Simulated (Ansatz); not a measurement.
# GeH6O2Si: one species, many methods

The task here is to estimate one member of a computed series from the others.

Computed with Ansatz 0.2.0, Gaussian basis. Level: functionals in def2-TZVPP, the program's frozen cores in correlated methods.

Levels to be run: LDA (SPW92), PBE-D4, revPBE-D4, BLYP-D4, r2SCAN-D4, B97M-V, PBE0-D4, B3LYP-D4, r2SCANh-D4, r2SCAN0-D4, HSE06-D4, BHLYP-D4, CAM-B3LYP-D4, LC-ωPBE, ωB97X-V, ωB97M-V, B2PLYP, PBE-QIDH; CCSD(T)/def2-SVP; CCSD(T)/def2-TZVPP; MP2/def2-QZVPP; extrapolation to the limit; RPA on PBE.

**The geometry**

An earlier PBE0-D4 in a triple-zeta def2 set relaxation fixed the geometry.

SMILES `O[SiH2][O][GeH3]`, 10 atoms, charge 0, spin multiplicity 1.

Atoms are counted from 1 here; the program's logs count them from 0.

Bond lengths: O1–Si2 1.644 Å, O1–H5 0.958 Å, Si2–O3 1.628 Å, Si2–H6 1.484 Å, Si2–H7 1.482 Å, O3–Ge4 1.779 Å, Ge4–H8 1.536 Å, Ge4–H9 1.533 Å, Ge4–H10 1.538 Å. Angles: Si2–O1–H5 117.7°, O1–Si2–O3 112.9°, O1–Si2–H6 110.7°, O1–Si2–H7 104.1°, O3–Si2–H6 106.1°, O3–Si2–H7 110.8°, H6–Si2–H7 112.4°, Si2–O3–Ge4 133.2°, O3–Ge4–H8 108.0°, O3–Ge4–H9 105.7°, O3–Ge4–H10 108.6°, H8–Ge4–H9 111.4°, H8–Ge4–H10 111.2°, H9–Ge4–H10 111.7°.

Set-up of the first run:

in.yaml reads:

```yaml
crystal:
  periodic: [false, false, false]
  atoms:
    - {symbol: O, position_ang: [-0.957040, 0.534300, -1.837007]}
    - {symbol: Si, position_ang: [-0.269605, 1.230989, -0.516561]}
    - {symbol: O, position_ang: [-0.183595, 0.224079, 0.759396]}
    - {symbol: Ge, position_ang: [0.677685, -1.306086, 1.047303]}
    - {symbol: H, position_ang: [-1.897208, 0.352534, -1.805933]}
    - {symbol: H, position_ang: [-1.065332, 2.399374, -0.065179]}
    - {symbol: H, position_ang: [1.086134, 1.615816, -0.975918]}
    - {symbol: H, position_ang: [-0.234980, -2.455391, 0.594712]}
    - {symbol: H, position_ang: [0.937524, -1.358047, 2.557236]}
    - {symbol: H, position_ang: [1.989317, -1.288868, 0.244948]}
basis:
  gaussian: {orbitals: def2-TZVPP}
hamiltonian: {xc: lda}
output: {orbitals: {seedname: orbitals}}
```

Among the steps run: LDA; PBE-D4 (GGA); revPBE-D4 (GGA); BLYP-D4 (GGA); r2SCAN-D4 (meta-GGA); B97M-V (meta-GGA); PBE0-D4 (hybrid); B3LYP-D4 (hybrid); r2SCANh-D4 (hybrid); r2SCAN0-D4 (hybrid); HSE06-D4 (hybrid); BHLYP-D4 (hybrid); CAM-B3LYP-D4 (range-separated); LC-ωPBE-D4 (range-separated; the results give it without D4); ωB97X-V (range-separated); ωB97M-V (range-separated); B2PLYP (double hybrid); PBE-QIDH (double hybrid).

One table of the session follows, with a row left open; its other results are not shown here.

It belongs to the step «Frontier levels by functional». 

```
  functional  HOMO (eV)  gap (eV)
 LDA (SPW92)      -7.17      6.07
      PBE-D4      -7.11      6.30
   revPBE-D4      -7.07      6.40
     BLYP-D4      -7.03      6.33
   r2SCAN-D4      -7.46      7.00
      B97M-V      -7.58      6.93
     PBE0-D4          ?         ?
    B3LYP-D4      -8.34      8.16
  r2SCANh-D4      -7.99      7.83
  r2SCAN0-D4      -8.78      9.05
    HSE06-D4      -8.14      7.83
    BHLYP-D4      -9.93     10.85
CAM-B3LYP-D4      -9.97     11.00
     LC-ωPBE     -11.30     13.58
     ωB97X-V     -10.99     13.07
     ωB97M-V     -10.83     12.63
```

**Question.** Estimate the row for PBE0-D4.

**Answer.** HOMO (eV): -8.54; gap (eV): 8.61. In the column «HOMO (eV)» it lies between r2SCAN0-D4 (-8.78) and B3LYP-D4 (-8.34).
